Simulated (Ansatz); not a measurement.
Crystal: Ta3AsAu2O13.

```
Ta As Au O
1.0
     5.24237    3.02668    4.14273
    -5.24237    3.02668    4.14273
     0.00000   -6.05337    4.14273
Ta As Au O
3 1 2 13
Cartesian
  -1.7887 1.0327 4.2854
  0.0000 -2.0655 4.2854
  1.7887 1.0327 4.2854
  0.0000 0.0000 6.9446
  0.0000 0.0000 12.0005
  0.0000 0.0000 9.3342
  -1.3566 0.7832 6.1532
  0.0000 -1.5665 6.1532
  1.3566 0.7832 6.1532
  2.5380 -0.6359 3.6068
  -0.7183 2.5159 3.6068
  -1.8197 -1.8800 3.6068
  1.8197 -1.8800 3.6068
  -2.5380 -0.6359 3.6068
  0.7183 2.5159 3.6068
  -3.3469 1.9323 4.0073
  0.0000 -3.8647 4.0073
  3.3469 1.9323 4.0073
  0.0000 0.0000 3.8329
```

The cell was built by a generator and needn't be a form met in nature.

Base run:

* Program: Ansatz 0.2.0
* Functional: PBE
* Potentials or basis: PseudoDojo standard (PBE files)
* Cutoff: 1143 eV
* Density cutoff: 4572 eV
* k mesh: 4 × 4 × 4
* Occupations: fermi-dirac, width 0.05 eV
* Spin: no spin polarisation

Its results: band gap on the k mesh 1.07 eV, indirect (least direct gap 1.10 eV); pressure -0.4 GPa; largest force 0.146 eV/Å.

Task: The run is repeated on the same cell with these changes: potentials or basis from PseudoDojo standard (PBE files) to Ansatz PAW earlier set; cutoff from 1143 eV to 900 eV; density cutoff from 4572 eV to 3600 eV; valence electrons from 170 to 212. What comes out?

Result: Band gap on the k mesh 1.08 eV, indirect (least direct gap 1.11 eV); pressure 0.0 GPa; largest force 0.011 eV/Å.

Caveats: spin-orbit coupling is left out, which moves the levels of the heavy elements.

A k mesh can miss the band edges.

Not every run made on this cell is shown here.
